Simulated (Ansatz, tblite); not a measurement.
# 1,3,5-triphenylbenzene (C24H18): rung by rung

An exercise on one series of results from a longer session: the logs are not shown, and one member is left open.

Method: as each input shows; program: Ansatz 0.2.0, Gaussian basis.

Levels to be run: GFN1-xTB, GFN2-xTB, PBE-D4/def2-TZVP, r2SCAN-D4/def2-TZVP, B3LYP-D4/def2-TZVP, ωB97M-V/def2-TZVP, HF/def2-TZVP, PBE-D4/def2-SVP, PBE0-D4/def2-SVP, HF/6-31G, B3LYP-D4/6-31G, MP2/def2-SVP, RPA/def2-SVP.

**The geometry**

The geometry is that of the singlet, from an earlier relaxation (PBE-D4/def2-SVP).

SMILES `c1ccc(-c2cc(-c3ccccc3)cc(-c3ccccc3)c2)cc1`, 42 atoms, charge 0, spin multiplicity 1.

Bond lengths: C1–C2 1.404 Å, C1–C24 1.404 Å, C1–H25 1.101 Å, C2–C3 1.401 Å, C2–H26 1.101 Å, C3–C4 1.413 Å, C3–H27 1.101 Å, C4–C5 1.485 Å, C4–C23 1.413 Å, C5–C6 1.409 Å, C5–C22 1.410 Å, C6–C7 1.409 Å, C6–H28 1.100 Å, C7–C8 1.485 Å, C7–C14 1.410 Å, C8–C9 1.413 Å, C8–C13 1.413 Å, C9–C10 1.401 Å and more. Angles: C2–C1–C24 119.5°, C2–C1–H25 120.3°, C24–C1–H25 120.3°, C1–C2–C3 120.3°, C1–C2–H26 120.1°, C3–C2–H26 119.7°, C2–C3–C4 120.9°, C2–C3–H27 119.7°, C4–C3–H27 119.4°, C3–C4–C5 120.9°, C3–C4–C23 118.1°, C5–C4–C23 121.0°, C4–C5–C6 120.7°, C4–C5–C22 120.7°, C6–C5–C22 118.5°, C5–C6–C7 121.5°, C5–C6–H28 119.3°, C7–C6–H28 119.3° and more.

PBE0-D4/def2-TZVP was run before; its log isn't repeated, and its numbers join the tables.

Set-up of the first run:

Tight binding, by tblite at 300 K electronic temperature and without a spin-polarisation term:

```python
tblite.interface.Calculator('GFN1-xTB', numbers, positions, charge=0, uhf=0).singlepoint()
```

Tight binding, by tblite at 300 K electronic temperature and without a spin-polarisation term:

```python
tblite.interface.Calculator('GFN2-xTB', numbers, positions, charge=0, uhf=0).singlepoint()
```

start.molden holds the orbitals of an earlier run on this state, given as this run's starting guess.

File in.yaml:

```yaml
crystal:
  periodic: [false, false, false]
  atoms:
    - {symbol: C, position_ang: [5.733215, -0.052827, 0.275027]}
    - {symbol: C, position_ang: [5.071135, 0.943929, -0.458899]}
    - {symbol: C, position_ang: [3.671628, 0.957215, -0.528688]}
    - {symbol: C, position_ang: [2.901877, -0.026847, 0.131426]}
    - {symbol: C, position_ang: [1.418711, -0.013018, 0.054395]}
    - {symbol: C, position_ang: [0.688986, -1.217563, -0.001572]}
    - {symbol: C, position_ang: [-0.719414, -1.222933, -0.055999]}
    - {symbol: C, position_ang: [-1.471089, -2.501483, -0.134823]}
    - {symbol: C, position_ang: [-0.967123, -3.597370, -0.871271]}
    - {symbol: C, position_ang: [-1.676835, -4.803421, -0.944944]}
    - {symbol: C, position_ang: [-2.906192, -4.942146, -0.281727]}
    - {symbol: C, position_ang: [-3.419190, -3.862990, 0.454992]}
    - {symbol: C, position_ang: [-2.710239, -2.656349, 0.526390]}
    - {symbol: C, position_ang: [-1.398343, 0.012548, -0.052533]}
    - {symbol: C, position_ang: [-0.699398, 1.235605, 0.001664]}
    - {symbol: C, position_ang: [-1.430750, 2.528010, 0.003423]}
    - {symbol: C, position_ang: [-0.912097, 3.657199, -0.669497]}
    - {symbol: C, position_ang: [-1.602200, 4.876721, -0.668640]}
    - {symbol: C, position_ang: [-2.827057, 4.995558, 0.006708]}
    - {symbol: C, position_ang: [-3.355142, 3.882992, 0.680388]}
    - {symbol: C, position_ang: [-2.665061, 2.663453, 0.677972]}
    - {symbol: C, position_ang: [0.709027, 1.205044, 0.054177]}
    - {symbol: C, position_ang: [3.582938, -1.024497, 0.865046]}
    - {symbol: C, position_ang: [4.982341, -1.036879, 0.937018]}
    - {symbol: H, position_ang: [6.832365, -0.063190, 0.330393]}
    - {symbol: H, position_ang: [5.650845, 1.714753, -0.989605]}
    - {symbol: H, position_ang: [3.163204, 1.727668, -1.128006]}
    - {symbol: H, position_ang: [1.230654, -2.174745, -0.002920]}
    - {symbol: H, position_ang: [-0.017139, -3.489949, -1.416835]}
    - {symbol: H, position_ang: [-1.270051, -5.640175, -1.533428]}
    - {symbol: H, position_ang: [-3.463105, -5.889748, -0.338431]}
    - {symbol: H, position_ang: [-4.377816, -3.964376, 0.986596]}
    - {symbol: H, position_ang: [-3.108447, -1.825166, 1.127907]}
    - {symbol: H, position_ang: [-2.493991, 0.023882, -0.147924]}
    - {symbol: H, position_ang: [0.034125, 3.566981, -1.224410]}
    - {symbol: H, position_ang: [-1.183867, 5.740280, -1.208208]}
    - {symbol: H, position_ang: [-3.368943, 5.953442, 0.008171]}
    - {symbol: H, position_ang: [-4.310302, 3.967907, 1.221128]}
    - {symbol: H, position_ang: [-3.074293, 1.804760, 1.231625]}
    - {symbol: H, position_ang: [1.263501, 2.149960, 0.150846]}
    - {symbol: H, position_ang: [3.002491, -1.784764, 1.409731]}
    - {symbol: H, position_ang: [5.491059, -1.817474, 1.523346]}
basis:
  gaussian: {orbitals: def2-TZVP, fitting: {mean_field: def2-universal-jkfit}, initial_orbitals: start.molden}
hamiltonian: {xc: pbe, dispersion: d4}
scf: {omitted_lower_state_checks: [starts]}
output: {orbitals: {seedname: orbitals}}
```

On the command line:

```bash
ansatz run in.yaml --threads 2 --pin off --events-out ev --progress --plain --max-ram 22528MiB --backend cuda --devices 0, --max-vram 18GiB
```

Among the steps run: PBE-D4/def2-TZVP; r2SCAN-D4/def2-TZVP; B3LYP-D4/def2-TZVP; ωB97M-V/def2-TZVP; HF/def2-TZVP; PBE-D4/def2-SVP; PBE0-D4/def2-SVP; HF/6-31G; B3LYP-D4/6-31G; MP2/def2-SVP; RPA/def2-SVP.

One of the session's tables, all rows but one given; the rest of the session is left out.

It belongs to the step «Binding energy». 

| level | binding an atom (eV) |
| --- | --- |
| HF/6-31G | 3.748 |
| HF/def2-SVP | 4.014 |
| HF/def2-TZVP | 3.903 |
| PBE-D4/def2-SVP | 5.589 |
| PBE-D4/def2-TZVP | 5.504 |
| r2SCAN-D4/def2-TZVP | 5.331 |
| B3LYP-D4/6-31G | 5.218 |
| B3LYP-D4/def2-TZVP | ? |
| PBE0-D4/def2-SVP | 5.479 |
| PBE0-D4/def2-TZVP | 5.391 |
| ωB97M-V/def2-TZVP | 5.290 |
| MP2/def2-SVP | 5.257 |

Q: Estimate the row for B3LYP-D4/def2-TZVP from the others.

The run gave: binding an atom (eV): 5.294. In the column «binding an atom (eV)» it lies between ωB97M-V/def2-TZVP (5.290) and r2SCAN-D4/def2-TZVP (5.331).

Limits of these values: Free atoms were run apart at each level; binding is atoms less cluster, divided by the number of atoms, without zero-point or spin-orbit terms.
